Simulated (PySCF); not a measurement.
**TlN (triplet): changing the method**

Starting from one script, swap the method and compare what comes out for TlN (triplet).

The runs use PySCF 2.14.0; method and basis as typed in the scripts.

3 further runs of the same task are left out: 3 that didn't finish.

## Step 1: Where the work starts

TlN (triplet): 2 atoms, charge 0, spin multiplicity 3.

Bond lengths: Tl1–N2 2.189 Å.

## Step 2: Base script

input.py

```python
from pyscf import gto, dft

mol = gto.M(
    atom='Tl 0 0 0; N 0 0 2.189',
    basis='def2-tzvpp',
    ecp={'Tl': 'def2-tzvpp'},
    charge=0,
    spin=2,
    verbose=3,
)
mf = dft.UKS(mol, xc='r2scan')
mf.kernel()
mf.mulliken_pop()
mf.dip_moment()
print('orbital energies (hartree):', [e[max(0, n-3):n+3].round(4) for e, n in zip(mf.mo_energy, mol.nelec)])
```

Command:

```bash
> OMP_NUM_THREADS=1 python input.py
```

The log of this run is left out.

In short: E(SCF) = -227.217082 Eh, ⟨S²⟩ = 2.015, μ = 2.45 D.

The bond length is a typed value, not an optimised one. The triplet is typed in the script; nothing here shows that it is the ground state.

## Step 3: Wb97

Edit 1 changes functional: r2scan → wb97.

input.py

```python
from pyscf import gto, dft

mol = gto.M(
    atom='Tl 0 0 0; N 0 0 2.189',
    basis='def2-tzvpp',
    ecp={'Tl': 'def2-tzvpp'},
    charge=0,
    spin=2,
    verbose=3,
)
mf = dft.UKS(mol, xc='wb97')
mf.kernel()
mf.mulliken_pop()
mf.dip_moment()
print('orbital energies (hartree):', [e[max(0, n-3):n+3].round(4) for e, n in zip(mf.mo_energy, mol.nelec)])
```

Command:

```bash
> OMP_NUM_THREADS=1 python input.py
```

## Step 4: MP2 (UHF)

Edit 2 changes step after the SCF: analyze → mp2; SCF type: UKS → UHF; functional: r2scan → none (Hartree–Fock).

Changes to input.py since step 2:

```diff
@@ -1,2 +1,2 @@
-from pyscf import gto, dft
+from pyscf import gto, scf, mp
 
@@ -10,5 +10,5 @@
 )
-mf = dft.UKS(mol, xc='r2scan')
+mf = scf.UHF(mol)
 mf.kernel()
-mf.mulliken_pop()
+mp.MP2(mf).kernel()
 mf.dip_moment()
```

## Step 5: Hf,lyp

Edit 3 changes functional: r2scan → hf,lyp.

Changes to input.py since step 2:

```diff
@@ -10,3 +10,3 @@
 )
-mf = dft.UKS(mol, xc='r2scan')
+mf = dft.UKS(mol, xc='hf,lyp')
 mf.kernel()
```

Before running it: what results should come out? Wanted: for each run, E(SCF); from base; SCF dipole; after the SCF.

The runs gave:

```
      run  E(SCF) (hartree)  from base (eV)  SCF dipole (D)               after the SCF
     base       -227.217082               0            2.45                         n/a
     wb97       -227.176360  not comparable            2.70                         n/a
MP2 (UHF)       -225.913032  not comparable            2.74  MP2 correlation -15.909 eV
   hf,lyp       -226.909581  not comparable            2.96                         n/a
```

In words: Total energies of different functionals can't be compared with each other; differences within one functional can.
